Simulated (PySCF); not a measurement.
# C3H5F3Si: the cost of one run

Programs: PySCF 2.14.0, with density-fitted response routines of our own. Each step states its level of theory. These are calculated values for one molecule in the gas phase, unless marked as measured. Atoms count from 0, in the outputs and in this text.

### Step 1. Starting geometry

12 atoms, charge 0, multiplicity 1; geometry from: GFN2-xTB. The atoms were then displaced at random by about 0.01 Å, so the start is not that level's minimum.

Bonds of the start (Å): C0–C1 1.29, C1–Si2 1.88, C1–C3 1.46, C3–F4 1.37, C3–F5 1.38, C3–F6 1.34, C0–H7 1.10, C0–H8 1.11, Si2–H9 1.46, Si2–H10 1.45, Si2–H11 1.48.

### Step 2. Geometry optimisation at PBE0-D3(BJ)/def2-SVP

The job: settings as JSON, then the geometry in Å.

```
{"job": {"xc": "PBE0", "basis": "def2-SVP", "d3": "d3bj", "grid": 1, "shake": 0.01, "kind": "geom"}, "charge": 0, "multiplicity": 1}
C     -0.641400     1.479840    -0.177930
C     -0.177040     0.281620    -0.024560
Si     1.605640    -0.255020    -0.308120
C     -1.035400    -0.821380     0.405720
F     -1.261090    -1.729390    -0.589440
F     -2.297850    -0.436620     0.799880
F     -0.537520    -1.521480     1.439590
H     -0.011730     2.318070    -0.509460
H     -1.699490     1.753910     0.020130
H      2.283230     0.900210    -0.893870
H      1.609540    -1.413190    -1.181390
H      2.202780    -0.584850     1.010440
```

Launch:

```bash
$ OMP_NUM_THREADS=1 python probes_run.py task.json out
```

One launch serves the whole session: the jobs run in the order shown.

Q: Estimate the wall time and peak memory of this first job on 1 thread of Arm Neoverse V1, shared host.

About 41 s, with a peak of 0.48 GiB.
